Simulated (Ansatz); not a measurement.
# NiO2: the cost of one run

Method: DFT PBEsol, scalar-relativistic, plane waves, PAW, in Ansatz 0.2.0.

40 further runs of the same task are left out: 40 set aside as unsound or not needed.

**1. The system as given**

Symmetry: P-3m1, No. 164, trigonal system. Conventional cell: a = 2.784 Å, b = 2.784 Å, c = 4.973 Å, α = 90.00°, β = 90.00°, γ = 120.00°. Around Ni (site symmetry -3m) lie 6 O at 1.86 Å. O (site symmetry 3m) has 3 Ni at 1.86 Å as nearest neighbours.

Structure file:

```
Ni O
1.0
     2.78399    0.00000    0.00000
    -1.39199    2.41100    0.00000
     0.00000    0.00000    4.97261
Ni O
1 2
Cartesian
  0.0000 0.0000 2.4863
  1.3920 0.8037 3.4195
  0.0000 1.6073 1.5531
```

It goes back to an entry of the Materials Project, which need not be the stable form.

It is the result of an earlier relaxation at this level (volume 11.13 Å³/atom; gap on the mesh: 1.07 eV).

**2. What is varied**

Atoms count from 1 in the order of the input.

The energy is mapped over a free internal coordinate and the cell.

The axes are (1) shift of O2 along [0 0 1], its symmetry partners moved as symmetry demands (measured in the relaxed cell): 9 values from −0.250 Å; (2) c/a of the conventional cell at fixed volume: 9 values from 1.643 to 1.929.

Nothing else is relaxed (all other coordinates fixed). Energies count from the relaxed crystal. Points are written as (first, second).

**3. Grid point (−0.250 Å, 1.822)**

Contents of input.yaml:

```yaml
crystal:
  lattice:
    - [2.7656549825, 0.0, 0.0]
    - [-1.3828274913, 2.3951274729, 0.0]
    - [0.0, 0.0, 5.0387468126]
  atoms:
    - { symbol: Ni, position: [0.0, 0.0, 0.5] }
    - { symbol: O, position: [0.6666666667, 0.3333333333, 0.6373845568] }
    - { symbol: O, position: [0.3333333333, 0.6666666667, 0.3626154432] }
basis:
  ecutwfc: 520.0
kpoints:
  mp_grid: { grid: [12, 12, 6] }
hamiltonian:
  xc: pbesol
scf:
  occupations: { method: gaussian, width: 0.05 }
output:
  forces: true
  stress: true
  eigenvalues: true
```

Run with:

```console
> ansatz run input.yaml --threads 1 --pin off --max-ram 2048MiB --backend cpu --events-out ev --progress --plain --runs-dir out
```

What time and memory should one allow on 1 thread of Intel Xeon Platinum 8375C at 2.90GHz (Ice Lake), shared host?

About 5.2 s, with a peak of 0.39 GiB.
